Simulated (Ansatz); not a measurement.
Predict the output of the script below (the Ansatz DFT code, driven from Python).

`asb.py`
```python
import itertools
import warnings

import ansatz as az
from ase.data import atomic_numbers, covalent_radii
import numpy as np


def main() -> None:
    warnings.simplefilter("ignore", az.DeckWarning)

    system = (
        az.Crystal.molecule()
        .atom("B", (0.0, 0.0, 0.0))
        .atom("As", (0.0, 0.0, 1.99))
    )

    calc = system.calculation()
    calc = calc.basis(gaussian="def2-SVP").functional("r2scan", dispersion="d4")
    calc = calc.spin("collinear", total=2)
    symbols = [site.symbol for site in system.cartesian_sites]
    start = np.array([site.position_ang for site in system.cartesian_sites], dtype=float)
    data = calc.relax(force_tolerance=0.01).run().report
    end = np.array(data["positions_ang"])

    minimum = az.Crystal.molecule()
    for symbol, place in zip(symbols, end):
        minimum = minimum.atom(symbol, place.tolist())
    ion = (
        minimum.calculation()
        .basis(gaussian="def2-SVP")
        .functional("r2scan", dispersion="d4")
        .charge(1)
        .spin("collinear", total=1)
    )
    vertical = ion.run().report
    settled = ion.relax(force_tolerance=0.01, max_steps=80).run().report
    print(f"vertical ionisation energy   {vertical['free_energy_ev'] - data['free_energy_ev']:.3f} eV")
    print(f"adiabatic, no zero point     {settled['free_energy_ev'] - data['free_energy_ev']:.3f} eV")
    print(f"relaxation energy of the ion {vertical['free_energy_ev'] - settled['free_energy_ev']:.3f} eV")
    ionised = np.array(settled["positions_ang"])
    radius = [covalent_radii[atomic_numbers[s]] for s in symbols]
    span = lambda where, i, j: np.linalg.norm(where[i] - where[j])
    bonded = [(i, j) for i, j in itertools.combinations(range(len(symbols)), 2) if min(span(end, i, j), span(ionised, i, j)) < 1.2 * (radius[i] + radius[j])]
    print("pair        before    after (A)")
    for i, j in bonded:
        print(f"{symbols[i]}{i}-{symbols[j]}{j}".ljust(10), f"{span(end, i, j):8.4f} {span(ionised, i, j):8.4f}")


if __name__ == "__main__":
    main()
```

```console
$ python asb.py
vertical ionisation energy   9.432 eV
adiabatic, no zero point     9.278 eV
relaxation energy of the ion 0.154 eV
pair        before    after (A)
B0-As1       1.8502   1.9783
```

Caveats:
- The energies are electronic: no zero-point or thermal terms, and the basis set is short of its limit. The product may relax into another structure. Each relaxation finds its nearest minimum, which needn't be the lowest.
- The run takes the species as open-shell (spin multiplicity 3), which needn't be its ground state.
- The expectation value of S² is noticeably off S(S+1) in at least one run, so that state is spin-contaminated.
- Only the spin states typed were run; another state of an ion can lie lower, by up to an eV or two.
- The spin state was assumed, and another may lie lower.
- Run time: 63 s on 1 thread of Arm Neoverse V2, on a shared host, peak memory 0.2 GiB.
